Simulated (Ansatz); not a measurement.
## AgAu3 under changes of volume

One of the cells (17.501 Å³/atom); the others are scaled copies at fixed shape and fractional positions:

```
Au Ag
1.0
    -2.05248    2.05248    4.15439
     2.05248   -2.05248    4.15439
     2.05248    2.05248   -4.15439
Au Ag
3 1
Direct
  0.50000 0.50000 0.00000
  0.25000 0.75000 0.50000
  0.75000 0.25000 0.50000
  0.00000 0.00000 0.00000
```

The cell comes from a database or a generator and needn't be the stable form of this composition.

- Program: Ansatz 0.2.0
- Functional: PBEsol
- Potentials or basis: all-electron LAPW, scalar-relativistic
- Cutoff: 244 eV (chosen from the basis error)
- Basis error allowed: 0.001 eV/atom
- k mesh: 9 × 9 × 9
- Occupations: fermi-dirac, width 0.05 eV
- Spin: no spin polarisation

```tsv
volume (Å³/atom)	energy over the lowest point (meV/atom)	pressure (GPa)
16.451	5.68	4.5
16.801	0.00	0.8
17.151	1.90	-2.4
17.501	10.37	-5.2
17.851	?	?
18.201	43.65	-9.7
18.551	67.02	-11.5
```

**Question.** What does the run at 17.851 Å³/atom give?

**Answer.** Energy over the lowest point 24.55 meV/atom; pressure -7.7 GPa.

Worked out: A Birch-Murnaghan fit of order 3 (a polynomial in V^(-2/3)) to the other rows has its minimum at 16.88 Å³/atom with B0 = V·E''(V) = 162 GPa and B' = 5.8 at fixed shape and positions, which overstates the stiffness. It gives 24.54 meV/atom at 17.851 Å³/atom, against the run's 24.55, and -dE/dV = -7.7 GPa, against -7.7.

Energies are extrapolated to zero smearing.
